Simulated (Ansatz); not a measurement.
# Si53Sb: the cost of one run

Method: DFT, PBE, plane-wave PAW, default files, scalar-relativistic, in Ansatz 0.2.0.

The COD entry's cell or inner coordinates are ideal or old and differ from later refinements, so a difference from it is no clean test against experiment.

1 further run of the same task is left out (it didn't finish).

## Step 1: Starting point

Symmetry: F-43m, No. 216, cubic system. Conventional cell: a = 16.281 Å, b = 16.281 Å, c = 16.281 Å, α = 90.00°, β = 90.00°, γ = 90.00°. Around Sb (site symmetry -43m) lie 4 Si at 2.35 Å. Si (site symmetry m) has 4 Si at 2.35 Å as nearest neighbours. Si (site symmetry 3m) has 4 Si at 2.35 Å as nearest neighbours. Around Si (site symmetry 2mm) lie 4 Si at 2.35 Å. Si (site symmetry 3m) has 1 Sb at 2.35 Å and 3 Si at 2.35 Å as nearest neighbours. Only part of the 10 independent sites is listed.

Structure file:

```
Sb Si
1.0
     0.00000    8.14068    8.14068
     8.14068    0.00000    8.14068
     8.14068    8.14068    0.00000
Sb Si
1 53
Direct
  0.25000 0.25000 0.25000
  0.25000 0.25000 0.58333
  0.25000 0.25000 0.91667
  0.25000 0.58333 0.25000
  0.25000 0.58333 0.58333
  0.25000 0.58333 0.91667
  0.25000 0.91667 0.25000
  0.25000 0.91667 0.58333
  0.25000 0.91667 0.91667
  0.58333 0.25000 0.25000
  0.58333 0.25000 0.58333
  0.58333 0.25000 0.91667
  0.58333 0.58333 0.25000
  0.58333 0.58333 0.58333
  0.58333 0.58333 0.91667
  0.58333 0.91667 0.25000
  0.58333 0.91667 0.58333
  0.58333 0.91667 0.91667
  0.91667 0.25000 0.25000
  0.91667 0.25000 0.58333
  0.91667 0.25000 0.91667
  0.91667 0.58333 0.25000
  0.91667 0.58333 0.58333
  0.91667 0.58333 0.91667
  0.91667 0.91667 0.25000
  0.91667 0.91667 0.58333
  0.91667 0.91667 0.91667
  0.16667 0.16667 0.16667
  0.16667 0.16667 0.50000
  0.16667 0.16667 0.83333
  0.16667 0.50000 0.16667
  0.16667 0.50000 0.50000
  0.16667 0.50000 0.83333
  0.16667 0.83333 0.16667
  0.16667 0.83333 0.50000
  0.16667 0.83333 0.83333
  0.50000 0.16667 0.16667
  0.50000 0.16667 0.50000
  0.50000 0.16667 0.83333
  0.50000 0.50000 0.16667
  0.50000 0.50000 0.50000
  0.50000 0.50000 0.83333
  0.50000 0.83333 0.16667
  0.50000 0.83333 0.50000
  0.50000 0.83333 0.83333
  0.83333 0.16667 0.16667
  0.83333 0.16667 0.50000
  0.83333 0.16667 0.83333
  0.83333 0.50000 0.16667
  0.83333 0.50000 0.50000
  0.83333 0.50000 0.83333
  0.83333 0.83333 0.16667
  0.83333 0.83333 0.50000
  0.83333 0.83333 0.83333
```

Atom 1 of the input is the impurity.

## Step 2: Gradients at the starting positions

File input.yaml:

```yaml
crystal:
  lattice:
    - [0.0, 8.14068, 8.14068]
    - [8.14068, 0.0, 8.14068]
    - [8.14068, 8.14068, 0.0]
  atoms:
    - { symbol: Sb, position: [0.25, 0.25, 0.25] }
    - { symbol: Si, position: [0.25, 0.25, 0.5833333333] }
    - { symbol: Si, position: [0.25, 0.25, 0.9166666667] }
    - { symbol: Si, position: [0.25, 0.5833333333, 0.25] }
    - { symbol: Si, position: [0.25, 0.5833333333, 0.5833333333] }
    - { symbol: Si, position: [0.25, 0.5833333333, 0.9166666667] }
    - { symbol: Si, position: [0.25, 0.9166666667, 0.25] }
    - { symbol: Si, position: [0.25, 0.9166666667, 0.5833333333] }
    - { symbol: Si, position: [0.25, 0.9166666667, 0.9166666667] }
    - { symbol: Si, position: [0.5833333333, 0.25, 0.25] }
    - { symbol: Si, position: [0.5833333333, 0.25, 0.5833333333] }
    - { symbol: Si, position: [0.5833333333, 0.25, 0.9166666667] }
    - { symbol: Si, position: [0.5833333333, 0.5833333333, 0.25] }
    - { symbol: Si, position: [0.5833333333, 0.5833333333, 0.5833333333] }
    - { symbol: Si, position: [0.5833333333, 0.5833333333, 0.9166666667] }
    - { symbol: Si, position: [0.5833333333, 0.9166666667, 0.25] }
    - { symbol: Si, position: [0.5833333333, 0.9166666667, 0.5833333333] }
    - { symbol: Si, position: [0.5833333333, 0.9166666667, 0.9166666667] }
    - { symbol: Si, position: [0.9166666667, 0.25, 0.25] }
    - { symbol: Si, position: [0.9166666667, 0.25, 0.5833333333] }
    - { symbol: Si, position: [0.9166666667, 0.25, 0.9166666667] }
    - { symbol: Si, position: [0.9166666667, 0.5833333333, 0.25] }
    - { symbol: Si, position: [0.9166666667, 0.5833333333, 0.5833333333] }
    - { symbol: Si, position: [0.9166666667, 0.5833333333, 0.9166666667] }
    - { symbol: Si, position: [0.9166666667, 0.9166666667, 0.25] }
    - { symbol: Si, position: [0.9166666667, 0.9166666667, 0.5833333333] }
    - { symbol: Si, position: [0.9166666667, 0.9166666667, 0.9166666667] }
    - { symbol: Si, position: [0.1666666667, 0.1666666667, 0.1666666667] }
    - { symbol: Si, position: [0.1666666667, 0.1666666667, 0.5] }
    - { symbol: Si, position: [0.1666666667, 0.1666666667, 0.8333333333] }
    - { symbol: Si, position: [0.1666666667, 0.5, 0.1666666667] }
    - { symbol: Si, position: [0.1666666667, 0.5, 0.5] }
    - { symbol: Si, position: [0.1666666667, 0.5, 0.8333333333] }
    - { symbol: Si, position: [0.1666666667, 0.8333333333, 0.1666666667] }
    - { symbol: Si, position: [0.1666666667, 0.8333333333, 0.5] }
    - { symbol: Si, position: [0.1666666667, 0.8333333333, 0.8333333333] }
    - { symbol: Si, position: [0.5, 0.1666666667, 0.1666666667] }
    - { symbol: Si, position: [0.5, 0.1666666667, 0.5] }
    - { symbol: Si, position: [0.5, 0.1666666667, 0.8333333333] }
    - { symbol: Si, position: [0.5, 0.5, 0.1666666667] }
    - { symbol: Si, position: [0.5, 0.5, 0.5] }
    - { symbol: Si, position: [0.5, 0.5, 0.8333333333] }
    - { symbol: Si, position: [0.5, 0.8333333333, 0.1666666667] }
    - { symbol: Si, position: [0.5, 0.8333333333, 0.5] }
    - { symbol: Si, position: [0.5, 0.8333333333, 0.8333333333] }
    - { symbol: Si, position: [0.8333333333, 0.1666666667, 0.1666666667] }
    - { symbol: Si, position: [0.8333333333, 0.1666666667, 0.5] }
    - { symbol: Si, position: [0.8333333333, 0.1666666667, 0.8333333333] }
    - { symbol: Si, position: [0.8333333333, 0.5, 0.1666666667] }
    - { symbol: Si, position: [0.8333333333, 0.5, 0.5] }
    - { symbol: Si, position: [0.8333333333, 0.5, 0.8333333333] }
    - { symbol: Si, position: [0.8333333333, 0.8333333333, 0.1666666667] }
    - { symbol: Si, position: [0.8333333333, 0.8333333333, 0.5] }
    - { symbol: Si, position: [0.8333333333, 0.8333333333, 0.8333333333] }
total_charge: 1
kpoints:
  mp_grid: { grid: [2, 2, 2] }
scf:
  occupations: { method: fermi_dirac, width: 0.01 }
hamiltonian:
  xc: pbe
  pseudopotentials: { kind: paw }
output:
  forces: true
  stress: true
  populations: true
  efg: { quadrupole_moments_barn: { Sb: -0.543 }, contact_densities: true }
```

Launch:

```console
$ ansatz run input.yaml --threads 1 --pin off --max-ram 3072MiB --backend cpu --events-out ev --progress --plain --runs-dir out
```

**Question.** How long does this run take on 1 thread of Arm Neoverse V1, shared host, and how much memory does it need?

About 73 s, with a peak of 1.6 GiB.
